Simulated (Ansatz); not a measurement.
# Ag+ with PH₃: superposition error and deformation, part 2 of 2

Ansatz 0.2.0, Gaussian basis. Earlier steps stand in the parts before.

### Step 11. B3LYP-D4/def2-TZVPPD

free-b/in.yaml

```yaml
crystal:
  periodic: [false, false, false]
  atoms:
    - {symbol: P, position_ang: [-0.001333, 0.001857, -0.010223]}
    - {symbol: H, position_ang: [-0.389558, -1.212988, 0.613623]}
    - {symbol: H, position_ang: [-0.590272, 0.800747, 1.005001]}
    - {symbol: H, position_ang: [1.272023, 0.006729, 0.617703]}
basis:
  gaussian: {orbitals: "def2-TZVPPD.json"}
hamiltonian: {xc: {name: B3LYP}, dispersion: d4}
```

Launch:

```bash
> ansatz run in.yaml --threads 2 --pin off --events-out ev --progress --plain --max-ram 5222MiB
```

The log of the run:

```text
Functional definition: B3LYP
  name "B3LYP"
  cite "Stephens, Devlin, Chabalowski & Frisch, J. Phys. Chem. 98, 11623 (1994) doi:10.1021/j100096a001"
  cite "Becke, Phys. Rev. A 38, 3098 (1988) doi:10.1103/PhysRevA.38.3098"
  cite "Lee, Yang & Parr, Phys. Rev. B 37, 785 (1988) doi:10.1103/PhysRevB.37.785"
  cite "Vosko, Wilk & Nusair, Can. J. Phys. 58, 1200 (1980) doi:10.1139/p80-159"
  parameter a0 = 0.2
  parameter ax = 0.72
  parameter ac = 0.81
  exchange = (1 - a0 - ax)*slater_x + ax*b88_x + a0*exact_x
  correlation = (1 - ac)*vwn_rpa_c + ac*lyp_c
512 factors; their error is unknown
mean field evaluation 1: about -9337.7853 eV, gradient 1.3e1 eV
mean field evaluation 2: about -9338.0700 eV, gradient 1.0e1 eV
mean field evaluation 4: about -9338.3346 eV, gradient 3.6e-1 eV
mean field evaluation 8: about -9338.3427 eV, gradient 3.9e-3 eV
mean field -9338.34270618 eV, -343.1777646962 hartree, gradient 1.3e-5 eV, S^2 0.000000; 0 other end points of the search recorded, 0 dependent functions left out
reference -9338.34290263 eV, -343.1777719154 hartree; 9, 9 occupied and 90, 90 virtual orbitals, 512 factors
Total energy: -9338.39067588 eV, -343.1795275500 hartree
```

Wall time 0.7 s (2 threads of Arm Neoverse V1, shared host); peak memory 0.35 GiB.

### Step 12. wB97X-V/def2-TZVPPD

Changes to free-b/in.yaml since step 11:

```diff
@@ -9,2 +9,2 @@
   gaussian: {orbitals: "def2-TZVPPD.json"}
-hamiltonian: {xc: {name: B3LYP}, dispersion: d4}
+hamiltonian: {xc: {name: wB97X-V}}
```

Launch:

```bash
> ansatz run in.yaml --threads 2 --pin off --events-out ev --progress --plain --max-ram 5222MiB
```

The log of the run, shortened:

```text
[... 5 set-up lines as earlier in the session ...]
[...]
      + integral(e_c_pw_opposite_spin*poly(b97_u_opposite, cos0, cos1)) + vv10(b, c)
502 factors; their error is unknown
148 factors; integrals over basis functions are off by at most 2.3e-5 eV
[...]
mean field -9336.12227114 eV, -343.0961652135 hartree, gradient 7.5e-6 eV, S^2 0.000000; 0 other end points of the search recorded, 0 dependent functions left out
reference -9336.12226973 eV, -343.0961651616 hartree; 9, 9 occupied and 90, 90 virtual orbitals, 502 factors
Total energy: -9336.12226973 eV, -343.0961651616 hartree
```

Wall time 1.8 s (2 threads of Arm Neoverse V1, shared host); peak memory 0.35 GiB.

### Step 13. wB97M-V/def2-TZVPPD

Changes to free-b/in.yaml since step 12:

```diff
@@ -9,2 +9,2 @@
   gaussian: {orbitals: "def2-TZVPPD.json"}
-hamiltonian: {xc: {name: wB97X-V}}
+hamiltonian: {xc: {name: wB97M-V}}
```

Launch:

```bash
> ansatz run in.yaml --threads 2 --pin off --events-out ev --progress --plain --max-ram 5222MiB
```

The log of the run, shortened:

```text
[... 5 set-up lines as earlier in the session ...]
  # Of w^i u^j: cxij and so on, Table III.
[...]
  gx(w, u) = 1 - cx + cx01*u + cx10*w
  gss(w, u) = css00 + css04*u^4 + css10*w + css20*w^2 + css43*w^4*u^3
  gos(w, u) = cos00 + cos10*w + (cos20 + cos21*u)*w^2 + (cos60 + cos61*u)*w^6
[...]
      + integral(e_c_pw_mod_opposite_spin*gos(b97_w_opposite, b97_u_opposite)) + vv10(b, c)
502 factors; their error is unknown
148 factors; integrals over basis functions are off by at most 2.3e-5 eV
[...]
mean field -9336.66149666 eV, -343.1159813857 hartree, gradient 4.3e-5 eV, S^2 0.000000; 0 other end points of the search recorded, 0 dependent functions left out
reference -9336.66153109 eV, -343.1159826510 hartree; 9, 9 occupied and 90, 90 virtual orbitals, 502 factors
Total energy: -9336.66153109 eV, -343.1159826510 hartree
```

Wall time 1.9 s (2 threads of Arm Neoverse V1, shared host); peak memory 0.35 GiB.

### Step 14. B2PLYP/def2-TZVPPD

Changes to free-b/in.yaml since step 13:

```diff
@@ -9,2 +9,2 @@
   gaussian: {orbitals: "def2-TZVPPD.json"}
-hamiltonian: {xc: {name: wB97M-V}}
+hamiltonian: {xc: {name: B2PLYP}}
```

Launch:

```bash
> ansatz run in.yaml --threads 2 --pin off --events-out ev --progress --plain --max-ram 5222MiB
```

The log of the run, shortened:

```text
[... 5 set-up lines as earlier in the session ...]
[...]
541 factors; integrals over basis functions are off by at most 8.1e-4 eV
[...]
mean field -9332.56968966 eV, -342.9656102522 hartree, gradient 1.8e-6 eV, S^2 0.000000; 0 other end points of the search recorded, 0 dependent functions left out
5 core orbitals not correlated: weight in the atoms' cores, before any rotation towards them, 1.000 or more for the frozen orbitals, at most 0.000 for the correlated occupied ones
reference -9332.56981398 eV, -342.9656148207 hartree; 4, 4 occupied and 90, 90 virtual orbitals, 541 factors
second order -5.75296046 eV of doubles, -0.00000000 eV of singles
Total energy: -9334.12311330 eV, -343.0226975180 hartree
```

It took 0.91 s on 2 threads of Arm Neoverse V1, shared host; peak memory 0.35 GiB.

### Step 15. BLYP-D4/def2-TZVPPD

Changes to free-b/in.yaml since step 14:

```diff
@@ -9,2 +9,2 @@
   gaussian: {orbitals: "def2-TZVPPD.json"}
-hamiltonian: {xc: {name: B2PLYP}}
+hamiltonian: {xc: {name: BLYP}, dispersion: d4}
```

Launch:

```bash
> ansatz run in.yaml --threads 2 --pin off --events-out ev --progress --plain --max-ram 5222MiB
```

The log of the run, shortened:

```text
Functional definition: BLYP
  name "BLYP"
[... 2 set-up lines as earlier in the session ...]
  parameter beta = 0.0042
  parameter a = 0.04918
  parameter b = 0.132
  parameter c = 0.2533
  parameter d = 0.349
  exchange = b88_x(beta = beta)
  correlation = lyp_c(a = a, b = b, c = c, d = d)
493 factors; their error is unknown
mean field evaluation 1: about -9336.3768 eV, gradient 1.7e1 eV
mean field evaluation 2: about -9336.6452 eV, gradient 1.7e1 eV
mean field evaluation 4: about -9337.4473 eV, gradient 7.2e-1 eV
mean field evaluation 8: about -9337.4285 eV, gradient 5.0e-3 eV
mean field -9337.42854091 eV, -343.1441697422 hartree, gradient 1.8e-5 eV, S^2 0.000000; 0 other end points of the search recorded, 0 dependent functions left out
reference -9337.42879987 eV, -343.1441792586 hartree; 9, 9 occupied and 90, 90 virtual orbitals, 493 factors
Total energy: -9337.49835312 eV, -343.1467352935 hartree
```

Run time: 0.6 s. Hardware: 2 threads of Arm Neoverse V1, shared host; peak memory 0.35 GiB.

### Step 16. revPBE-D4/def2-TZVPPD

Changes to free-b/in.yaml since step 15:

```diff
@@ -9,2 +9,2 @@
   gaussian: {orbitals: "def2-TZVPPD.json"}
-hamiltonian: {xc: {name: BLYP}, dispersion: d4}
+hamiltonian: {xc: {name: revPBE}, dispersion: d4}
```

Launch:

```bash
> ansatz run in.yaml --threads 2 --pin off --events-out ev --progress --plain --max-ram 5222MiB
```

The log of the run, shortened:

```text
Functional definition: revPBE
  name "revPBE"
  cite "Zhang & Yang, Phys. Rev. Lett. 80, 890 (1998) doi:10.1103/PhysRevLett.80.890"
[... 1 set-up line as earlier in the session ...]
  parameter kappa = 1.245
[... 3 set-up lines as earlier in the session ...]
493 factors; their error is unknown
mean field evaluation 1: about -9335.0367 eV, gradient 1.6e1 eV
mean field evaluation 2: about -9335.3398 eV, gradient 1.4e1 eV
mean field evaluation 4: about -9335.9249 eV, gradient 5.0e-1 eV
mean field evaluation 8: about -9335.9065 eV, gradient 6.7e-3 eV
mean field -9335.90648221 eV, -343.0882351167 hartree, gradient 5.8e-5 eV, S^2 0.000000; 0 other end points of the search recorded, 0 dependent functions left out
reference -9335.90652036 eV, -343.0882365185 hartree; 9, 9 occupied and 90, 90 virtual orbitals, 493 factors
Total energy: -9336.02266762 eV, -343.0925048517 hartree
```

Run time: 0.45 s. Hardware: 2 threads of Arm Neoverse V1, shared host; peak memory 0.35 GiB.

### Step 17. B97M-V/def2-TZVPPD

Changes to free-b/in.yaml since step 16:

```diff
@@ -9,2 +9,2 @@
   gaussian: {orbitals: "def2-TZVPPD.json"}
-hamiltonian: {xc: {name: revPBE}, dispersion: d4}
+hamiltonian: {xc: {name: B97M-V}}
```

Launch:

```bash
> ansatz run in.yaml --threads 2 --pin off --events-out ev --progress --plain --max-ram 5222MiB
```

The log of the run, shortened:

```text
[... 5 set-up lines as earlier in the session ...]
  # Of w^i u^j: cxij and so on, Table III.
[...]
  gx(w, u) = cx00 + cx01*u + cx02*u^2 + (cx10 + cx11*u)*w
  gss(w, u) = css00 + css02*u^2 + css10*w + (css32*w^3 + css42*w^4)*u^2
  gos(w, u) = cos00 + cos01*u + cos03*u^3 + cos10*w + cos32*w^3*u^2
[...]
      + integral(e_c_pw_mod_opposite_spin*gos(b97_w_opposite, b97_u_opposite)) + vv10(b, c)
493 factors; their error is unknown
[...]
mean field -9335.23529129 eV, -343.0635693051 hartree, gradient 3.8e-5 eV, S^2 0.000000; 0 other end points of the search recorded, 0 dependent functions left out
reference -9335.23533382 eV, -343.0635708680 hartree; 9, 9 occupied and 90, 90 virtual orbitals, 493 factors
Total energy: -9335.23533382 eV, -343.0635708680 hartree
```

Run time: 2.1 s. Hardware: 2 threads of Arm Neoverse V1, shared host; peak memory 0.35 GiB.

### Step 18. HSE06-D4/def2-TZVPPD

Changes to free-b/in.yaml since step 17:

```diff
@@ -9,2 +9,2 @@
   gaussian: {orbitals: "def2-TZVPPD.json"}
-hamiltonian: {xc: {name: B97M-V}}
+hamiltonian: {xc: hse06, dispersion: d4}
```

Launch:

```bash
> ansatz run in.yaml --threads 2 --pin off --events-out ev --progress --plain --max-ram 5222MiB
```

The log of the run, shortened:

```text
Functional definition: HSE06
  name "HSE06"
  cite "Heyd, Scuseria & Ernzerhof, J. Chem. Phys. 118, 8207 (2003) doi:10.1063/1.1564060"
  cite "Krukau, Vydrov, Izmaylov & Scuseria, J. Chem. Phys. 125, 224106 (2006) doi:10.1063/1.2404663"
  cite "Heyd & Scuseria, J. Chem. Phys. 120, 7274 (2004) doi:10.1063/1.1668634"
  cite "Ernzerhof & Perdew, J. Chem. Phys. 109, 3313 (1998) doi:10.1063/1.476928"
[... 2 set-up lines as earlier in the session ...]
[...]
  # The whole range is PBE's own exchange, as in plane waves. The composition of these papers is wPBEh.
[...]
517 factors; their error is unknown
56 factors; integrals over basis functions are off by at most 3.1e-6 eV
[...]
mean field -9333.76608138 eV, -343.0095768369 hartree, gradient 6.9e-6 eV, S^2 0.000000; 0 other end points of the search recorded, 0 dependent functions left out
reference -9333.76611199 eV, -343.0095779619 hartree; 9, 9 occupied and 90, 90 virtual orbitals, 517 factors
Total energy: -9333.78791889 eV, -343.0103793507 hartree
```

It took 0.7 s on 2 threads of Arm Neoverse V1, shared host; peak memory 0.35 GiB.

### Step 19. CCSD(T)/def2-TZVPPD

Changes to free-b/in.yaml since step 18:

```diff
@@ -9,2 +9,2 @@
   gaussian: {orbitals: "def2-TZVPPD.json"}
-hamiltonian: {xc: hse06, dispersion: d4}
+correlation: {method: ccsd_t}
```

Launch:

```bash
> ansatz run in.yaml --threads 2 --pin off --events-out ev --progress --plain --max-ram 5222MiB
```

The log of the run, shortened:

```text
[... 4 set-up lines as earlier in the session ...]
[...]
541 factors; integrals over basis functions are off by at most 8.1e-4 eV
[...]
mean field -9319.46163236 eV, -342.4838980312 hartree, gradient 1.8e-6 eV, S^2 0.000000; 0 other end points of the search recorded, 0 dependent functions left out
5 core orbitals not correlated: weight in the atoms' cores, before any rotation towards them, 1.000 or more for the frozen orbitals, at most 0.000 for the correlated occupied ones
reference -9319.46163236 eV, -342.4838980312 hartree; 4, 4 occupied and 90, 90 virtual orbitals, 541 factors
second order -4.66165468 eV of doubles, -0.00000000 eV of singles
cycle   1  -5.21959238 eV  change   -5.6e-1 eV  update   5.8e-2
[...]
cycle   9  -5.43671646 eV  change    2.8e-6 eV  update   3.6e-6
perturbative correction -0.18798257 eV, -0.0069082321 hartree
Total energy: -9325.08633139 eV, -342.6906019081 hartree
```

It took 0.96 s on 2 threads of Arm Neoverse V1, shared host; peak memory 0.35 GiB.

### Step 20. The split

| method | interaction with counterpoise (kcal/mol) | without | superposition error | deformation | binding energy |
| --- | --- | --- | --- | --- | --- |
| PBE-D4 | -57.63 | -57.81 | 0.17 | 3.95 | -53.69 |
| revPBE-D4 | -53.33 | -53.52 | 0.19 | 3.96 | -49.37 |
| BLYP-D4 | -55.45 | -55.65 | 0.21 | 3.74 | -51.71 |
| r2SCAN-D4 | -56.42 | -56.55 | 0.13 | 3.66 | -52.76 |
| B97M-V | -50.20 | -50.33 | 0.13 | 3.86 | -46.34 |
| PBE0-D4 | -51.69 | -51.81 | 0.13 | 3.46 | -48.23 |
| B3LYP-D4 | -51.48 | -51.64 | 0.16 | 3.34 | -48.14 |
| HSE06-D4 | -51.67 | -51.80 | 0.12 | 3.47 | -48.21 |
| wB97X-V | -47.91 | -48.04 | 0.13 | 3.07 | -44.84 |
| wB97M-V | -46.65 | -46.82 | 0.18 | 3.39 | -43.25 |
| B2PLYP | -48.24 | -49.00 | 0.76 | 3.15 | -45.09 |
| Hartree-Fock | -28.89 | -29.00 | 0.11 | 1.91 | -26.97 |
| MP2 | -47.85 | -49.86 | 2.01 | 3.02 | -44.83 |
| CCSD | -41.26 | -43.05 | 1.79 | 3.07 | -38.19 |
| CCSD(T) | -43.39 | -45.45 | 2.07 | 3.22 | -40.17 |

### Step 21. What came out

What follows sums up all 2 parts.

| quantity | value |
| --- | --- |
| interaction, CCSD(T) | -43.39 kcal/mol |
| superposition error | 2.07 kcal/mol |
| deformation | 3.22 kcal/mol |
| binding energy | -40.17 kcal/mol |

**Reading.** In this basis the superposition error is 2.07 kcal/mol for CCSD(T) and 0.16 kcal/mol on average for the plain functionals: correlated methods borrow far more, since they need many more functions to converge. Deformation takes back 7 % of the interaction.
